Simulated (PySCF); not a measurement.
**The bond of BeI−, level by level**

One job finds the state of BeI−, follows it along the bond with each method and fits the curves.

Program: PySCF 2.14.0. Level of theory: Be def2-SVPD, I def2-SVPD with ECP28, scalar-relativistic core potentials. These are calculated values, not measurements.

**1. The job**

The job is set up so:

```yaml
atoms: Be, I
charge: -1
basis: Be def2-SVPD, I def2-SVPD with ECP28
Hamiltonian: scalar-relativistic core potentials
basis_functions: 47
electrons_treated: 30
masses_in_u: 9.0122, 126.9045
levels: PBE0, PBE, r²SCAN, revPBE, M06, PW91, HF, MP2, SCS-MP2, CCSD, CCSD(T)
grid: 80 radial by 434 angular points
occupations: held fixed by the projection of orbital angular momentum
dissociation_limit: Be + I−, each in its ground configuration
starting_distance_in_angstrom: 2.370
values_of_2S_to_try: 0, 2
```

Started as:

```
$ OMP_NUM_THREADS=1 python dia.py task.json out
```

After this run come: First curve: PBE0; Excited determinants; PBE (GGA); r²SCAN; revPBE (GGA); M06 (hybrid meta-GGA); PW91 (GGA); RHF; Correlated methods on the Hartree–Fock reference.

Before running it: what results should come out? Wanted: for each run, Re; ωe; De; μ.

**Answer**, as computed:

Lowest PBE0 solution found, without spin–orbit coupling: ¹Σ⁺ (singlet), closed shell. State 2 has its PBE0 minimum 1.17 eV higher. The other levels ran on the lowest alone.

```
      level  Re (Å)  ωe (cm⁻¹)  De (eV)  μ (D)
        RHF   2.689      199.3    0.375   6.87
    RHF-MP2   2.639      227.0     0.51    n/a
RHF-SCS-MP2   2.669      211.6    0.446    n/a
   RHF-CCSD   2.737      180.0    0.315    n/a
RHF-CCSD(T)   2.713      192.7    0.359    n/a
        PBE   2.559      281.7     0.90   7.24
     revPBE   2.592      268.9     0.79   7.13
       PW91   2.560      280.6     0.90   7.15
     r²SCAN   2.556      283.7     0.89   7.57
       PBE0   2.556      279.8     0.83   7.30
        M06   2.558      262.5     0.74   7.41
```

De is counted to Be + I− in their ground configurations. A positive dipole points from Be to I; in an ion it is taken about the centre of mass and does not tell which atom is negative.

In words: The methods spread over 0.180 Å in bond length, from r²SCAN to RHF-CCSD. CCSD(T) can't serve as the judge here: for a weak bond in this basis it is far from its limit. Among the levels with a De in the table, it runs from 0.315 eV (RHF-CCSD) to 0.90 eV (PBE).

Correlated steps freeze 4 core orbitals. Spin–orbit coupling is left out. With some functionals the highest level of the anion is positive, from self-interaction error or because the anion is truly unbound there; the finite basis then holds the extra electron, and no neutral molecule was run to test the binding.
